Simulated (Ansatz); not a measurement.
Relaxation of a periodic cell of 17 atoms, Mo$_{16}$H (host Mo, host structure bcc, interstitial H), to a largest force component of 0.08 eV/Å in at most 25 steps.

These are results of Ansatz, DFT PBE, scalar-relativistic, plane waves, PAW, not measurements. Settings: accuracy low, cutoff 420 eV, k mesh 2x2x2, fermi-dirac smearing 0.15 eV, no spin polarisation.

```xyz
17
Lattice="6.3000 0.0000 0.0000 0.0000 6.3000 0.0000 0.0000 0.0000 6.3000" Properties=species:S:1:pos:R:3
Mo 0.000 0.000 0.000
Mo 3.150 0.000 0.000
Mo 0.000 3.150 0.000
Mo 0.000 0.000 3.150
Mo 1.575 1.575 1.575
Mo 3.150 3.150 0.000
Mo 3.150 0.000 3.150
Mo 4.725 1.575 1.575
Mo 0.000 3.150 3.150
Mo 1.575 4.725 1.575
Mo 1.575 1.575 4.725
Mo 3.150 3.150 3.150
Mo 4.725 4.725 1.575
Mo 4.725 1.575 4.725
Mo 1.575 4.725 4.725
Mo 4.725 4.725 4.725
H -0.055 4.713 5.465
```

**Question.** Where does it end, and by what steps?

**Answer.** The forces met the threshold. The force dipped under the threshold on the way, but the program's further checks kept it going. Limits of this set-up: coarse k mesh, odd electron count without spin, a small cell, in which the defect meets its images, a typed lattice constant that wasn't relaxed here, low accuracy level. After 4 steps the energy has fallen by 0.272 eV; Mo16 moved furthest, 0.07 Å.

| step | energy less start (eV) | largest force component (eV/Å) | accepted |
| --- | --- | --- | --- |
| 0 | 0.0000 | 2.224 | yes |
| 1 | 0.0105 | 1.469 | no |
| 2 | -0.2601 | 0.366 | yes |
| 3 | -0.2718 | 0.022 | yes |
| 4 | -0.2718 | 0.022 | yes |

```xyz
17
Lattice="6.3000 0.0000 0.0000 0.0000 6.3000 0.0000 0.0000 0.0000 6.3000" Properties=species:S:1:pos:R:3
Mo -0.003 0.053 0.033
Mo 3.147 0.006 0.000
Mo -0.003 3.095 0.033
Mo -0.003 0.007 3.144
Mo 1.581 1.574 1.587
Mo 3.147 3.143 0.000
Mo 3.147 0.008 3.133
Mo 4.713 1.574 1.587
Mo -0.003 3.142 3.144
Mo 1.580 4.724 1.575
Mo 1.578 1.574 4.720
Mo 3.147 3.140 3.133
Mo 4.714 4.724 1.575
Mo 4.716 1.574 4.720
Mo 1.626 4.724 4.687
Mo 4.667 4.724 4.686
H -0.004 4.724 5.509
```

Whether the end is a true minimum wasn't checked by a vibrational analysis.

Time of the run: 26 s on 2 threads of AMD EPYC 7B13 (Zen 3), with other jobs on the host, peak memory 0.81 GiB.
